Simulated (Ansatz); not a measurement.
Here is an Ansatz 0.2.0 calculation.

File input.yaml:

```yaml
crystal:
  lattice:
    - [2.71585, -4.70357, 0.00833]
    - [2.71585, 4.70357, 0.00833]
    - [-1.87915, 0.0, 7.40127]
  atoms:
    - { symbol: Hf, position: [0.78835, 0.21165, 0.0] }
    - { symbol: In, position: [0.62175, 0.37825, 0.5] }
    - { symbol: In, position: [0.45502, 0.54498, 0.0] }
    - { symbol: In, position: [0.28407, 0.71593, 0.5] }
    - { symbol: In, position: [0.95814, 0.04186, 0.5] }
    - { symbol: Si, position: [0.12168, 0.87832, 0.0] }
    - { symbol: O, position: [0.06219, 0.11415, 0.86666] }
    - { symbol: O, position: [0.88585, 0.93781, 0.13334] }
    - { symbol: O, position: [0.7949, 0.53784, 0.86663] }
    - { symbol: O, position: [0.46216, 0.2051, 0.13337] }
    - { symbol: O, position: [0.15352, 0.62879, 0.13333] }
    - { symbol: O, position: [0.37121, 0.84648, 0.86667] }
hamiltonian:
  xc: pbe
  pseudopotentials: { kind: paw }
kpoints:
  mp_grid: { grid: [4, 4, 3] }
scf:
  occupations: { method: fermi_dirac, width: 0.05 }
output:
  forces: true
  stress: true
  eigenvalues: true
relax:
  f_tol: 0.01
  max_steps: 40
  cell: { stress_tol: 0.05, p_target: 5.0 }
```

Potentials or basis: Ansatz PAW.

Command:

```sh
$ ansatz run input.yaml --threads 8 --pin off --max-ram 20480MiB --backend cpu --events-out ev --progress --plain --runs-dir out
```

Estimate the space group after relaxing (to 0.05 Å).

C2 (No. 5).

Estimate the relaxed cell.

a = 5.362 Å, b = 5.362 Å, c = 7.386 Å, α = 97.14°, β = 97.14°, γ = 119.99°.

Estimate the relaxed volume.

14.85 Å³/atom.

The path:
```
step  energy change (eV)  largest force (eV/Å)  volume (Å³)
   1              0.0000                0.0825       189.24
   2              0.4124                0.4813       172.16
   3              0.0878                0.1315       179.61
   4              0.1011                0.0828       178.99
   5              0.1117                0.0198       178.56
   6              0.1123                0.0053       178.53
   7              0.1349                0.0059       178.53
   8              0.1456                0.0026       178.15
   9              0.1467                0.0027       178.15
```

Caveat: the plane-wave basis is chosen anew once the cell has moved, so the energies of steps on either side of that aren't comparable; the pressure holds a Pulay correction of +0.5 GPa for the finite cutoff. The run has no spin-orbit coupling, so splittings on Hf are missing.
